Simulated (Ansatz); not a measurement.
**GeNH₄+ (triplet): from Hartree-Fock to the top rungs, cc-pVDZ**

The task here is to estimate one member of a computed series from the others.

Method: cc-pVDZ, core rule «outside noble gas», up to 15 orbitals frozen; program: Ansatz 0.2.0, Gaussian basis.

Plan: UHF; CCSD(T) on ROHF; CCSD(T) on UHF; BCCD(T) on ROHF; CISD as a restricted active space (open shells left free, so some higher excitations enter); CCSDT(Q) on ROHF; CCSDT(Q) on UHF.

21 further runs of the same task are left out: 1 for a known fault of the program, 6 that didn't finish, 14 set aside as unsound or not needed. Runs told in other sessions of the task aren't counted.

## The geometry

The geometry is a PBE0/def2-TZVP stationary point (not a proven minimum) of the parent state, kept for this charge and spin. No spin-orbit coupling is included. The filled d shell of Ge may be among the frozen orbitals whatever the setting's name suggests.

6 atoms, charge 1, spin multiplicity 3.

Atoms are counted from 1 here; the program's logs count them from 0.

Bond lengths: Ge1–N2 1.842 Å, Ge1–H3 1.551 Å, Ge1–H4 1.551 Å, N2–H5 1.010 Å, N2–H6 1.010 Å. Angles: N2–Ge1–H3 105.6°, N2–Ge1–H4 105.6°, H3–Ge1–H4 110.5°, Ge1–N2–H5 115.9°, Ge1–N2–H6 115.9°, H5–N2–H6 109.4°.

The first run:

in.yaml

```yaml
crystal:
  periodic: [false, false, false]
  atoms:
    - {symbol: Ge, position_ang: [0.041422, 0.000000, 0.323463]}
    - {symbol: N, position_ang: [-0.143010, 0.000000, -1.509253]}
    - {symbol: H, position_ang: [-0.692154, 1.274008, 0.817677]}
    - {symbol: H, position_ang: [-0.692154, -1.274008, 0.817677]}
    - {symbol: H, position_ang: [0.193213, 0.824355, -1.986759]}
    - {symbol: H, position_ang: [0.193213, -0.824355, -1.986759]}
basis:
  gaussian: {orbitals: cc-pVDZ}
total_charge: 1
magnetization: {spin_polarized: true, initial_magnetization: 2}
hamiltonian: {xc: hf}
output: {orbitals: {seedname: orbitals}}
```

The run is started by

```console
> ansatz run in.yaml --threads 1 --pin off --events-out ev --progress --plain --max-ram 2393MiB
```

Steps of the session up to this table: UHF; CCSD(T) on ROHF; CCSD(T) on UHF; BCCD(T) on ROHF; CISD as a restricted active space (open shells left free, so some higher excitations enter); CCSDT(Q) on ROHF; CCSDT(Q) on UHF.

One table of the session follows, with a row left open; its other results are not shown here.

```
   method  from UCCSDT(Q) (kcal/mol)
     ROHF                    +160.92
      UHF                    +157.53
     RMP2                     +26.53
     UMP2                     +26.36
    RCCSD                          ?
    UCCSD                      +3.68
 RCCSD(T)                      +0.82
 UCCSD(T)                      +0.70
  BCCD(T)                      +0.81
   RCCSDT                      +0.30
   UCCSDT                      +0.17
RCCSDT(Q)                      +0.13
UCCSDT(Q)                          0
```

**Question.** Estimate the row for RCCSD.

As computed: from UCCSDT(Q) (kcal/mol): +3.83. In the column «from UCCSDT(Q) (kcal/mol)» it lies between UCCSD (+3.68) and UMP2 (+26.36).

Not comparable, so not listed: CISD as a restricted active space (open shells left free, so some higher excitations enter) (they don't share determinant, frozen orbitals or solution with the rows shown, or repeat one).

Caveats from the session: Restricted and unrestricted rows rest on different reference determinants; a gap between their highest levels can come from leftover correlation error, from unlike frozen cores or from another state.
